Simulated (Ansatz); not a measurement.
# F4Ti: the cost of one run

The runs use Ansatz 0.2.0, Gaussian basis; PBE0-D4/def2-TZVP structures, single points in def2-TZVPP, no counterpoise correction.

Levels: SPW92, PBE-D4, BLYP-D4, r2SCAN-D4, B97M-V, PBE0-D4, B3LYP-D4, r2SCAN0-D4, BHLYP-D4, CAM-B3LYP-D4, wB97X-V, wB97M-V, B2PLYP, PBE-QIDH, RPA on PBE, Hartree-Fock, MP2, CCSD, CCSD(T).

Cores are frozen in the correlated methods. B3LYP uses VWN-RPA correlation. B2PLYP carries no dispersion term here.

94 further runs of the same task are left out: 94 set aside as unsound or not needed.

**1. Where the work starts**

The complex: 7 atoms, charge 0, spin multiplicity 1.

Atoms are counted from 1 here; the program's logs count them from 0.

Bond lengths: Ti1–F2 1.751 Å, Ti1–F3 1.738 Å, Ti1–F4 1.740 Å, Ti1–F5 1.740 Å, H6–Cl7 1.281 Å. Angles: F2–Ti1–F3 106.3°, F2–Ti1–F4 112.4°, F2–Ti1–F5 112.4°, F3–Ti1–F4 106.6°, F3–Ti1–F5 106.6°, F4–Ti1–F5 112.0°.

As a file:

```xyz
7

Ti   -0.5085   -0.7715    0.0200
F     1.2305   -0.8027   -0.1796
F    -1.0332   -2.4287   -0.0003
F    -1.3126    0.0214   -1.3038
F    -0.9862   -0.1172    1.5600
H     1.8798    1.7772   -0.1251
Cl    0.7301    2.3215    0.0287
```

Its parts: TiF4 holds atoms 1, 2, 3, 4, 5; HCl holds atoms 6, 7. Each part counts its atoms afresh in its own runs.

**2. Relaxing TiF4 alone**

Input file relax-a/in.yaml:

```yaml
crystal:
  periodic: [false, false, false]
  atoms:
    - {symbol: Ti, position_ang: [-0.508550, -0.771462, 0.020034]}
    - {symbol: F, position_ang: [1.230482, -0.802653, -0.179612]}
    - {symbol: F, position_ang: [-1.033182, -2.428716, -0.000259]}
    - {symbol: F, position_ang: [-1.312615, 0.021351, -1.303780]}
    - {symbol: F, position_ang: [-0.986155, -0.117167, 1.559956]}
basis:
  gaussian: {orbitals: def2-TZVP}
hamiltonian: {xc: pbe0, dispersion: d4}
relax: {f_tol: 0.005, max_steps: 200}
```

On the command line:

```sh
$ ansatz run in.yaml --threads 8 --pin off --events-out ev --progress --plain --max-ram 19148MiB
```

**Question.** How long does this run take on 8 threads of Arm Neoverse V2, shared host?

About 6.5 s.
